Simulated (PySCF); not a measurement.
# A diatomic session: WH

The task here is to estimate one member of a computed series from the others.

Method: H def2-TZVPPD, W def2-TZVPPD with ECP60, scalar-relativistic core potentials; program: PySCF 2.14.0.

The first run:

The job is set up so:

```json
{
  "atoms": "H, W",
  "charge": "0",
  "basis": "H def2-TZVPPD, W def2-TZVPPD with ECP60",
  "Hamiltonian": "scalar-relativistic core potentials",
  "basis functions": "76",
  "electrons treated": "15",
  "masses in u": "1.0078, 183.9509",
  "levels": "PBE0, PBE, r²SCAN, B3LYP, r²SCANh, PBEsol, revPBE, B2PLYP, CAM-B3LYP, HF, MP2, SCS-MP2, CCSD, CCSD(T)",
  "grid": "80 radial by 434 angular points",
  "occupations": "held fixed by the projection of orbital angular momentum",
  "dissociation limit": "H + W, each in its ground configuration",
  "starting distance in angstrom": "1.605",
  "values of 2S to try": "1, 3, 5, 7"
}
```

Launch:

```console
> OMP_NUM_THREADS=1 python dia.py task.json out
```

Among the steps run: Set-up; First curve: PBE0; Other states along the same grid; PBE; r²SCAN; B3LYP (global hybrid GGA); r²SCANh (hybrid meta-GGA); PBEsol (GGA); revPBE (GGA); B2PLYP (double hybrid); CAM-B3LYP; UHF; MP2 and coupled cluster.

One of the session's tables, all rows but one given; the rest of the session is left out.

It belongs to the step «Constants by level of theory». 

| level | Re (Å) | ωe (cm⁻¹) | De (eV) |
| --- | --- | --- | --- |
| UHF | 1.756 | 1841 | 2.79 |
| UHF-MP2 | 1.692 | 1997 | 3.16 |
| UHF-SCS-MP2 | 1.701 | 1977 | 2.90 |
| UHF-CCSD | 1.715 | 1923 | 3.24 |
| UHF-CCSD(T) | 1.714 | 1919 | 3.20 |
| PBE | ? | ? | ? |
| PBEsol | 1.710 | 1915 | 3.66 |
| revPBE | 1.718 | 1882 | 3.42 |
| r²SCAN | 1.714 | 1910 | 3.54 |
| r²SCANh | 1.713 | 1918 | 3.52 |
| B3LYP | 1.719 | 1902 | 3.19 |
| PBE0 | 1.712 | 1925 | 3.44 |
| CAM-B3LYP | 1.720 | 1919 | 3.13 |
| B2PLYP | 1.712 | 1933 | 3.11 |

**Question.** Estimate the row for PBE.

As computed: Re (Å): 1.715; ωe (cm⁻¹): 1895; De (eV): 3.46.

Limits of these values: The state is the lowest single determinant that the PBE0 search found; with open d or f shells the true ground state can be another one.
